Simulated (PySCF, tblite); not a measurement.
# C3H7N3SSi2: geometry, infrared bands and NMR shifts

What infrared bands and NMR shifts should C3H7N3SSi2 (`CS[Si@@](N)(C#N)[SiH2]C#N`) show?

The runs use tblite 0.8.0 and PySCF 2.14.0, with density-fitted response routines of our own; the level of theory stands in each step. All values are computed, except where a source is named. Atoms are numbered from 0 throughout.

## (1) The molecule as given

16 atoms, charge 0, multiplicity 1; geometry from: force field or distance geometry start.

Bonds of the start (Å): C0–S1 1.79, S1–Si2 2.16, Si2–N3 1.75, Si2–C4 1.83, C4–N5 1.17, Si2–Si6 2.22, Si6–C7 1.81, C7–N8 1.16, C0–H9 1.14, C0–H10 1.12, C0–H11 1.12, N3–H12 1.03, N3–H13 1.05, Si6–H14 1.48, Si6–H15 1.48.

## (2) Relaxing the molecule with GFN2-xTB

Job settings and geometry (Å):

```
{"job": {"kind": "relax", "xc": "GFN2-xTB", "basis": "xTB"}, "charge": 0, "multiplicity": 1}
C     -3.002800     0.231800     0.189200
S     -1.588300     0.705500     1.181100
Si     0.174400     0.027800     0.133200
N      0.148500    -1.718600    -0.030700
C      0.030400     0.757300    -1.543700
N     -0.069700     1.230900    -2.604800
Si     2.040300     0.836000     1.012600
C      3.409300    -0.333300     0.831000
N      4.284500    -1.090200     0.724700
H     -3.933700     0.791500     0.529400
H     -2.833100     0.544800    -0.871000
H     -3.203400    -0.867200     0.259100
H      1.028100    -2.207800     0.183200
H     -0.692200    -2.176800     0.394100
H      1.865500     1.122600     2.454700
H      2.334500     2.154700     0.414100
```

On the command line:

```console
$ OMP_NUM_THREADS=1 python probes_run.py task.json out
```

This one command runs all jobs of the session in turn.

**Question.** This job is followed by: GFN2-xTB harmonic vibrations, gas phase; GIAO PBE0/pcSseg-1 NMR shielding, non-relativistic, gas phase. Predict these results of the whole session: strongest single infrared mode (GFN2-xTB); zero-point energy (GFN2-xTB); ¹³C shifts against TMS (PBE0/pcSseg-1); ¹H shifts against TMS (PBE0/pcSseg-1, means over atoms taken as alike); ³³S shifts against CS2 (PBE0/pcSseg-1); ²⁹Si shifts against TMS (PBE0/pcSseg-1); ¹⁵N shifts against NH3 (PBE0/pcSseg-1).

**Answer**, as computed:

| quantity | value |
| --- | --- |
| strongest single infrared mode (GFN2-xTB) | 675 cm⁻¹, 282 km/mol |
| zero-point energy (GFN2-xTB) | 61.0 kcal/mol |
| ¹³C shifts against TMS (PBE0/pcSseg-1) | 124.7, 120.8, 15.3 ppm |
| ¹H shifts against TMS (PBE0/pcSseg-1, means over atoms taken as alike) | 4.33, 4.20, 2.49, 1.51 ppm |
| ³³S shifts against CS2 (PBE0/pcSseg-1) | -133 ppm |
| ²⁹Si shifts against TMS (PBE0/pcSseg-1) | -32.0, -103.1 ppm |
| ¹⁵N shifts against NH3 (PBE0/pcSseg-1) | 373.4, 356.5, 28.4 ppm |

The optimisation took 84 steps and gained 0.495 eV; among the close pairs (by a distance rule), Si2–Si6 changed most, from 2.215 to 2.310 Å. All 42 modes are real, so the xTB geometry is a minimum. The strongest single mode, at 675 cm⁻¹, is spread over several atoms, Si6, H15, H14 among them. Unscaled tight-binding wavenumbers are off by several per cent, some by more. Its intensities can rank the bands wrongly. At PBE0/pcSseg-1: Shielding is most anisotropic at N8 (span 608 ppm, paramagnetic term -442 ppm).
